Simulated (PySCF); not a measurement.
# C3H8O2Si: the cost of one run

The runs use PySCF 2.14.0, with density-fitted response routines of our own; the level of theory stands in each step. All values are computed, except where a source is named. Atoms are numbered from 0 throughout.

**1. The starting structure**

14 atoms, charge 0, multiplicity 1; geometry from: GFN2-xTB. The atoms were then displaced at random by about 0.01 Å, so the start is not that level's minimum.

Bonds of the start (Å): Si0–O1 1.65, O1–C2 1.39, C2–C3 1.51, C3–O4 1.46, O4–C5 1.43, C5–C2 1.52, Si0–H6 1.45, Si0–H7 1.48, Si0–H8 1.45, C2–H9 1.11, C3–H10 1.12, C3–H11 1.08, C5–H12 1.09, C5–H13 1.10.

**2. Optimising the geometry at PBE0-D3(BJ)/def2-SVP**

What the job is given:

```
{"job": {"xc": "PBE0", "basis": "def2-SVP", "d3": "d3bj", "grid": 1, "shake": 0.01, "kind": "geom"}, "charge": 0, "multiplicity": 1}
Si     2.292410     0.010760     0.509340
O      0.833540     0.327770    -0.203110
C     -0.433910     0.448260     0.353160
C     -1.049650    -0.830560     0.873960
O     -2.206900    -0.631210     0.008650
C     -1.581160     0.482550    -0.641410
H      3.119380     0.061640    -0.680290
H      2.606300     1.084900     1.479540
H      2.269620    -1.247230     1.221620
H     -0.436100     1.269270     1.096700
H     -1.373870    -0.859150     1.940610
H     -0.525940    -1.738490     0.617890
H     -1.298670     0.233500    -1.667010
H     -2.222210     1.372920    -0.637350
```

Command:

```console
OMP_NUM_THREADS=1 python probes_run.py task.json out
```

This one command runs all jobs of the session in turn.

**Question.** How long does this first job take on 1 thread of Arm Neoverse N1, shared host, and how much memory does it need?

About 1.8 min, with a peak of 0.5 GiB.
